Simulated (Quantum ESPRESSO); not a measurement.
# NbRu3C5 (P-62m) in Quantum ESPRESSO: reference runs

Reference runs on NbRu3C5: the cell as given.

Everything below comes from runs of Quantum ESPRESSO 7.5. Logs are shortened: lines on timing, memory, paths and dates and some standing lists are left out, and cuts for length are marked.

### Step 1. The structure

It takes space group P-62m (No. 189, hexagonal). The conventional cell has a = 5.960 Å, b = 5.960 Å, c = 3.634 Å, α = 90.00°, β = 90.00°, γ = 120.00°. Nb (site symmetry -62m) is surrounded by 6 C at 2.29 Å and 3 Ru at 2.41 Å. Around Ru (site symmetry m2m) lie 1 Nb at 2.41 Å and 4 C at 2.57 Å. Around C (site symmetry m2m) lie 2 Nb at 2.29 Å and 4 C at 2.34 to 2.41 Å. C (site symmetry -6) is surrounded by 3 C at 2.34 Å and 6 Ru at 2.57 Å.

The cell was built by a generator and needn't be a form met in nature.

### Step 2. Single point, PBE

Input file pw.in:

```
&CONTROL
  calculation = 'scf'
  prefix = 'pwscf'
  outdir = './tmp'
  pseudo_dir = './pseudo'
  tprnfor = .true.
  tstress = .true.
  disk_io = 'nowf'
/
&SYSTEM
  ibrav = 0
  nat = 9
  ntyp = 3
  ecutwfc = 60
  ecutrho = 440
  nbnd = 53
  occupations = 'smearing'
  smearing = 'fd'
  degauss = 0.00367493
/
&ELECTRONS
  conv_thr = 1.8d-09
  electron_maxstep = 120
  mixing_beta = 0.5
/
ATOMIC_SPECIES
Nb    92.9064 Nb.pbe-spn-kjpaw_psl.0.3.0.UPF
Ru   101.0700 Ru_ONCV_PBE-1.0.oncvpsp.upf
C     12.0110 C.pbe-n-kjpaw_psl.1.0.0.UPF
CELL_PARAMETERS angstrom
   5.9602334700    0.0000000000    0.0000000000
  -2.9801167400    5.1617136000    0.0000000000
   0.0000000000    0.0000000000    3.6335155600
ATOMIC_POSITIONS crystal
Nb     0.0000000000    0.0000000000    0.0000000000
Ru     0.5964750600    0.0000000000    0.0000000000
Ru     0.0000000000    0.5964750600    0.0000000000
Ru     0.4035249400    0.4035249400    0.0000000000
C      0.2329772300    0.0000000000    0.5000000000
C      0.0000000000    0.2329772300    0.5000000000
C      0.7670227700    0.7670227700    0.5000000000
C      0.3333333300    0.6666666700    0.5000000000
C      0.6666666700    0.3333333300    0.5000000000
K_POINTS automatic
5 5 7 0 0 0
```

Potentials or basis: SSSP 1.3 efficiency PBE.

Launch:

```bash
$ OMP_NUM_THREADS=1 pw.x -in pw.in > pw.out
```

pw.out:

```text
This program is part of the open-source Quantum ESPRESSO suite
     for quantum simulation of materials; please cite
         "P. Giannozzi et al., J. Phys.:Condens. Matter 21 395502 (2009);
         "P. Giannozzi et al., J. Phys.:Condens. Matter 29 465901 (2017);
         "P. Giannozzi et al., J. Chem. Phys. 152 154105 (2020);
     in publications or presentations arising from this work. More details at

     file Nb.pbe-spn-kjpaw_psl.0.3.0.UPF: wavefunction(s)  4S 4P renormalized
     file C.pbe-n-kjpaw_psl.1.0.0.UPF: wavefunction(s)  2S 2P renormalized
     Message from routine setup:
     using ibrav=0 with symmetry is DISCOURAGED, use correct ibrav instead

     G-vector sticks info
     --------------------
     sticks:   dense  smooth     PW     G-vecs:    dense   smooth      PW
     Sum        3853    2095    595               117501    47283    7141

     Using Slab Decomposition

     bravais-lattice index     =            0
     lattice parameter (alat)  =      11.2632  a.u.
     unit-cell volume          =     754.3637 (a.u.)^3
     number of atoms/cell      =            9
     number of atomic types    =            3
     number of electrons       =        81.00
     number of Kohn-Sham states=           53
     kinetic-energy cutoff     =      60.0000  Ry
     charge density cutoff     =     440.0000  Ry
     scf convergence threshold =      1.8E-09
     mixing beta               =       0.5000
     number of iterations used =            8  plain     mixing
     Exchange-correlation= SLA  PW   PBX  PBC
                           (   1   4   3   4   0   0   0)

     celldm(1)=  11.263209  celldm(2)=   0.000000  celldm(3)=   0.000000
     celldm(4)=   0.000000  celldm(5)=   0.000000  celldm(6)=   0.000000

     crystal axes: (cart. coord. in units of alat)
               a(1) = (   1.000000   0.000000   0.000000 )
               a(2) = (  -0.500000   0.866025   0.000000 )
               a(3) = (   0.000000   0.000000   0.609626 )

     reciprocal axes: (cart. coord. in units 2 pi/alat)
               b(1) = (  1.000000  0.577350 -0.000000 )
               b(2) = (  0.000000  1.154701  0.000000 )
               b(3) = (  0.000000 -0.000000  1.640349 )

     PseudoPot. # 1 for Nb read from file:
     Nb.pbe-spn-kjpaw_psl.0.3.0.UPF
     Pseudo is Projector augmented-wave + core cor, Zval = 13.0
     Generated using "atomic" code by A. Dal Corso  v.5.0.99 svn rev. 10869
     Shape of augmentation charge: PSQ
     Using radial grid of 1227 points,  6 beta functions with:
                l(1) =   0
                l(2) =   0
                l(3) =   1
                l(4) =   1
                l(5) =   2
                l(6) =   2
     Q(r) pseudized with 0 coefficients

     PseudoPot. # 2 for Ru read from file:
     Ru_ONCV_PBE-1.0.oncvpsp.upf
     Pseudo is Norm-conserving, Zval = 16.0
     Generated using ONCVPSP code by D. R. Hamann
     Using radial grid of 1458 points,  6 beta functions with:
                l(1) =   0
                l(2) =   0
                l(3) =   1
                l(4) =   1
                l(5) =   2
                l(6) =   2

     PseudoPot. # 3 for C  read from file:
     C.pbe-n-kjpaw_psl.1.0.0.UPF
     Pseudo is Projector augmented-wave + core cor, Zval =  4.0
     Generated using "atomic" code by A. Dal Corso  v.5.1
     Shape of augmentation charge: PSQ
     Using radial grid of 1073 points,  4 beta functions with:
                l(1) =   0
                l(2) =   0
                l(3) =   1
                l(4) =   1
     Q(r) pseudized with 0 coefficients

     atomic species   valence    mass     pseudopotential
     Nb               13.00    92.90640     Nb( 1.00)
     Ru               16.00   101.07000     Ru( 1.00)
     C                 4.00    12.01100     C ( 1.00)

     12 Sym. Ops. (no inversion) found

   Cartesian axes

     site n.     atom                  positions (alat units)
         1        Nb     tau(   1) = (   0.0000000   0.0000000   0.0000000  )
         2        Ru     tau(   2) = (   0.5964751   0.0000000   0.0000000  )
         3        Ru     tau(   3) = (  -0.2982375   0.5165626   0.0000000  )
         4        Ru     tau(   4) = (   0.2017625   0.3494628   0.0000000  )
         5        C      tau(   5) = (   0.2329772   0.0000000   0.3048132  )
         6        C      tau(   6) = (  -0.1164886   0.2017642   0.3048132  )
         7        C      tau(   7) = (   0.3835114   0.6642612   0.3048132  )
         8        C      tau(   8) = (  -0.0000000   0.5773503   0.3048132  )
         9        C      tau(   9) = (   0.5000000   0.2886751   0.3048132  )

     number of k points=    20  Fermi-Dirac smearing, width (Ry)=  0.0037
                       cart. coord. in units 2pi/alat
        k(    1) = (   0.0000000   0.0000000   0.0000000), wk =   0.0114286
        k(    2) = (   0.0000000   0.0000000   0.2343356), wk =   0.0228571
        k(    3) = (   0.0000000   0.0000000   0.4686711), wk =   0.0228571
        k(    4) = (   0.0000000   0.0000000   0.7030067), wk =   0.0228571
        k(    5) = (   0.0000000   0.2309401   0.0000000), wk =   0.0685714
        k(    6) = (   0.0000000   0.2309401   0.2343356), wk =   0.1371429
[... 12 lines left out ...]
        k(   19) = (   0.2000000   0.5773503   0.4686711), wk =   0.1371429
        k(   20) = (   0.2000000   0.5773503   0.7030067), wk =   0.1371429

     Dense  grid:   117501 G-vectors     FFT dimensions: (  75,  75,  45)

     Smooth grid:    47283 G-vectors     FFT dimensions: (  60,  60,  36)

     Check: negative core charge=   -0.000001

     Initial potential from superposition of free atoms

     starting charge      80.9960, renormalised to      81.0000
     Starting wfcs are   60 randomized atomic wfcs

     Self-consistent Calculation

     iteration #  1     ecut=    60.00 Ry     beta= 0.50
     Davidson diagonalization with overlap
     ethr =  1.00E-02,  avg # of iterations =  2.0

     Threshold (ethr) on eigenvalues was too large:
     Diagonalizing with lowered threshold

     Davidson diagonalization with overlap
     ethr =  8.32E-04,  avg # of iterations =  1.0

     total energy              =    -990.31942393 Ry
     estimated scf accuracy    <       0.66353279 Ry

     iteration #  2     ecut=    60.00 Ry     beta= 0.50
     Davidson diagonalization with overlap
     ethr =  8.19E-04,  avg # of iterations =  4.1

     total energy              =    -990.03783860 Ry
     estimated scf accuracy    <       4.99755885 Ry

     iteration #  3     ecut=    60.00 Ry     beta= 0.50
     Davidson diagonalization with overlap
     ethr =  8.19E-04,  avg # of iterations =  3.2

     total energy              =    -990.56488395 Ry
     estimated scf accuracy    <       0.29444369 Ry

     iteration #  4     ecut=    60.00 Ry     beta= 0.50
     Davidson diagonalization with overlap
     ethr =  3.64E-04,  avg # of iterations =  1.9

     total energy              =    -990.60009141 Ry
     estimated scf accuracy    <       0.02632388 Ry

     iteration #  5     ecut=    60.00 Ry     beta= 0.50
     Davidson diagonalization with overlap
     ethr =  3.25E-05,  avg # of iterations =  4.5

     total energy              =    -990.60315028 Ry
     estimated scf accuracy    <       0.02472365 Ry

     iteration #  6     ecut=    60.00 Ry     beta= 0.50
     Davidson diagonalization with overlap
     ethr =  3.05E-05,  avg # of iterations =  1.8

     total energy              =    -990.60572422 Ry
     estimated scf accuracy    <       0.00124778 Ry

     iteration #  7     ecut=    60.00 Ry     beta= 0.50
     Davidson diagonalization with overlap
     ethr =  1.54E-06,  avg # of iterations =  6.8

     total energy              =    -990.60606459 Ry
     estimated scf accuracy    <       0.00045164 Ry

     iteration #  8     ecut=    60.00 Ry     beta= 0.50
     Davidson diagonalization with overlap
     ethr =  5.58E-07,  avg # of iterations =  2.3

     total energy              =    -990.60613996 Ry
     estimated scf accuracy    <       0.00000749 Ry

     iteration #  9     ecut=    60.00 Ry     beta= 0.50
     Davidson diagonalization with overlap
     ethr =  9.25E-09,  avg # of iterations =  4.8

     total energy              =    -990.60614310 Ry
     estimated scf accuracy    <       0.00000128 Ry

     iteration # 10     ecut=    60.00 Ry     beta= 0.50
     Davidson diagonalization with overlap
     ethr =  1.58E-09,  avg # of iterations =  2.0

     total energy              =    -990.60614319 Ry
     estimated scf accuracy    <       0.00000015 Ry

     iteration # 11     ecut=    60.00 Ry     beta= 0.50
     Davidson diagonalization with overlap
     ethr =  1.91E-10,  avg # of iterations =  4.3

     total energy              =    -990.60614324 Ry
     estimated scf accuracy    <       0.00000003 Ry

     iteration # 12     ecut=    60.00 Ry     beta= 0.50
     Davidson diagonalization with overlap
     ethr =  3.15E-11,  avg # of iterations =  2.0

     End of self-consistent calculation

          k = 0.0000 0.0000 0.0000 (  5921 PWs)   bands (ev):

   -58.3479 -58.3368 -58.3368 -40.4354 -28.4146 -28.4146 -28.3399 -28.3264
   -28.2842 -28.2678 -28.2678 -28.2248 -28.2248 -16.6147 -16.6147 -16.6019
     1.0069   4.4061   4.5313   4.7167   4.7167   8.4001   8.4001   9.9520
     9.9520  10.0959  10.3950  11.1438  11.1438  11.4487  11.8812  11.9733
    11.9733  12.4642  13.1742  13.5305  13.5305  13.9315  14.0600  14.0600
    14.6339  14.6339  14.6845  14.6845  15.8621  16.3219  16.3219  16.8159
    16.8902  17.2993  17.2993  17.8358  18.3889

          k = 0.0000 0.0000 0.2343 (  5927 PWs)   bands (ev):

   -58.3478 -58.3366 -58.3366 -40.4339 -28.4142 -28.4142 -28.3393 -28.3261
   -28.2883 -28.2716 -28.2716 -28.2245 -28.2245 -16.6353 -16.6113 -16.6113
     1.2052   4.4784   4.5873   4.6164   4.6164   8.4165   8.4165   9.8968
    10.0841  10.0841  10.4878  10.8228  11.4735  11.4735  11.9825  11.9825
    12.1933  12.4792  13.1667  13.1667  13.3399  13.6534  13.6534  13.7101
    14.5501  14.5501  15.2901  15.2901  15.9082  16.4049  16.5255  16.5255
    16.9938  16.9938  17.3478  17.5855  18.3494

          k = 0.0000 0.0000 0.4687 (  5891 PWs)   bands (ev):

   -58.3474 -58.3363 -58.3363 -40.4307 -28.4132 -28.4132 -28.3382 -28.3254
   -28.2976 -28.2799 -28.2799 -28.2237 -28.2237 -16.7093 -16.6037 -16.6037
     1.6988   4.3634   4.3887   4.3887   5.0375   8.6531   8.6531   8.8278
    10.1716  10.1716  10.6958  10.7146  11.8059  11.8059  12.0762  12.4497
    12.4497  12.8565  12.8565  12.9786  13.0949  13.0949  13.3340  13.7733
    14.2893  14.2893  15.5676  15.6191  15.6191  15.6791  16.7232  16.7232
    17.0031  17.0031  17.1415  17.8734  18.1503

          k = 0.0000 0.0000 0.7030 (  5897 PWs)   bands (ev):

   -58.3472 -58.3360 -58.3360 -40.4281 -28.4124 -28.4124 -28.3372 -28.3249
   -28.3050 -28.2866 -28.2866 -28.2232 -28.2232 -16.7677 -16.5975 -16.5975
     2.1678   4.2085   4.2085   4.2750   5.4587   7.9258   9.1648   9.1648
     9.8329   9.8329  10.4433  10.9231  11.9058  11.9058  12.5039  12.6261
    12.6261  12.7308  12.7308  12.9719  13.5105  13.5105  13.6292  14.1904
    14.1904  14.3057  14.8471  14.8769  14.9666  14.9666  16.7555  16.8599
    16.8599  17.1040  17.1040  17.9821  18.2146

          k = 0.0000 0.2309 0.0000 (  5916 PWs)   bands (ev):

   -58.3469 -58.3377 -58.3369 -40.4355 -28.4123 -28.4061 -28.3391 -28.3276
   -28.2827 -28.2692 -28.2680 -28.2325 -28.2265 -16.6183 -16.6159 -16.6020
     1.1796   3.6192   4.0915   4.9457   5.4733   8.8057   8.9086   9.8580
     9.8815  10.0762  10.7034  11.1636  11.2202  11.3178  11.5822  11.7403
    12.1659  12.2082  13.1010  13.2424  13.4401  13.8220  13.9646  14.3233
    14.3581  14.4528  14.6875  15.0137  15.5667  15.8971  16.1591  16.5723
    16.7938  17.5233  17.6051  17.6693  18.2699
[... 121 lines left out ...]
          k = 0.2000 0.5774 0.2343 (  5930 PWs)   bands (ev):

   -58.3431 -58.3409 -58.3370 -40.4343 -28.3997 -28.3914 -28.3623 -28.2863
   -28.2812 -28.2780 -28.2723 -28.2692 -28.2311 -16.6356 -16.6207 -16.6169
     2.0755   2.6818   3.2529   5.5056   6.2448   8.8028   9.6697   9.7357
    10.1645  10.4168  10.8174  11.0161  11.0840  11.3605  11.6153  12.0133
    12.0294  12.4383  12.4814  12.9459  13.0930  13.3563  13.5827  14.0411
    14.2237  14.4363  14.5123  14.9279  15.0639  15.5837  15.7596  16.1711
    16.9999  17.1091  17.6184  17.9644  18.3031

          k = 0.2000 0.5774 0.4687 (  5914 PWs)   bands (ev):

   -58.3427 -58.3406 -58.3367 -40.4310 -28.3988 -28.3905 -28.3614 -28.2900
   -28.2868 -28.2853 -28.2807 -28.2683 -28.2303 -16.7097 -16.6129 -16.6091
     2.5482   2.8192   3.3198   5.4434   6.1688   9.1670   9.3828   9.4768
     9.7860  10.0976  10.4567  10.8893  11.0729  11.0994  12.0067  12.1412
    12.2289  12.3443  12.5719  12.7427  13.3430  13.7332  13.9087  14.1192
    14.5359  14.5775  14.7612  15.0720  15.2475  15.3630  15.5938  15.7751
    16.9292  17.1841  17.3483  17.9378  18.0861

          k = 0.2000 0.5774 0.7030 (  5905 PWs)   bands (ev):

   -58.3425 -58.3403 -58.3364 -40.4284 -28.3981 -28.3898 -28.3607 -28.2971
   -28.2936 -28.2874 -28.2847 -28.2676 -28.2297 -16.7682 -16.6066 -16.6029
     2.9269   2.9346   3.3931   5.4059   6.1101   9.2394   9.3138   9.5653
     9.6680   9.8548  10.4455  10.5562  10.7278  10.7438  12.2532  12.2720
    12.3011  12.4259  12.5664  12.8200  13.7098  13.7271  13.7928  13.9864
    14.5510  14.9993  15.2034  15.3787  15.3864  15.4200  15.7124  15.9011
    16.1368  17.0557  17.4064  17.6321  17.6814

     the Fermi energy is    14.2506 ev

!    total energy              =    -990.60614324 Ry
     estimated scf accuracy    <          1.3E-09 Ry
     smearing contrib. (-TS)   =      -0.00560571 Ry
     internal energy E=F+TS    =    -990.60053753 Ry

     The total energy is F=E-TS. E is the sum of the following terms:
     one-electron contribution =    -211.17815467 Ry
     hartree contribution      =     145.94851336 Ry
     xc contribution           =    -109.58741743 Ry
     ewald contribution        =    -576.34832518 Ry
     one-center paw contrib.   =    -239.43515362 Ry

     convergence has been achieved in  12 iterations

     Forces acting on atoms (cartesian axes, Ry/au):

     atom    1 type  1   force =     0.00000000    0.00000000    0.00000000
     atom    2 type  2   force =    -0.11452611   -0.00000000    0.00000000
     atom    3 type  2   force =     0.05726306   -0.09918252    0.00000000
     atom    4 type  2   force =     0.05726306    0.09918252   -0.00000000
     atom    5 type  3   force =     0.04696552    0.00000000   -0.00000000
     atom    6 type  3   force =    -0.02348276    0.04067333    0.00000000
     atom    7 type  3   force =    -0.02348276   -0.04067333   -0.00000000
     atom    8 type  3   force =    -0.00000000   -0.00000000   -0.00000000
     atom    9 type  3   force =     0.00000000    0.00000000    0.00000000

     Total force =     0.214397     Total SCF correction =     0.000011

     Computing stress (Cartesian axis) and pressure

          total   stress  (Ry/bohr**3)                   (kbar)     P=     -228.80
  -0.00107275  -0.00000000   0.00000000         -157.81       -0.00        0.00
  -0.00000000  -0.00107275   0.00000000           -0.00     -157.81        0.00
   0.00000000   0.00000000  -0.00252047            0.00        0.00     -370.77

=------------------------------------------------------------------------------=
   JOB DONE.
=------------------------------------------------------------------------------=
```

It took 2.1 min on 1 thread of Intel Xeon Platinum 8488C (Sapphire Rapids), shared host; peak memory 0.56 GiB.

What came out:

- Free energy: -13477.8832 eV
- Pressure: -22.9 GPa
- Largest force: 2.945 eV/Å
- Band gap on the k mesh: none (metal or under the smearing width)

Forces in eV/Å, atoms in the order of the input:
```
Nb   0.000  0.000  0.000
Ru  -2.945  0.000  0.000
Ru   1.472 -2.550  0.000
Ru   1.472  2.550  0.000
C    1.208  0.000  0.000
C   -0.604  1.046  0.000
C   -0.604 -1.046  0.000
C    0.000  0.000  0.000
C    0.000  0.000  0.000
```

Levels at points of the mesh, in eV from the Fermi level:
```tsv
k point	band 37	band 38	band 39	band 40	band 41	band 42	band 43	band 44
(0.00, 0.00, 0.00)	-0.72	-0.32	-0.19	-0.19	0.38	0.38	0.43	0.43
```

Caveat: so large a pressure means that the cell lies far from this level's equilibrium, or that cutoff or potentials fall short; forces of over 1 eV/Å show positions far from the minimum, so gaps and moduli don't describe the material at rest.
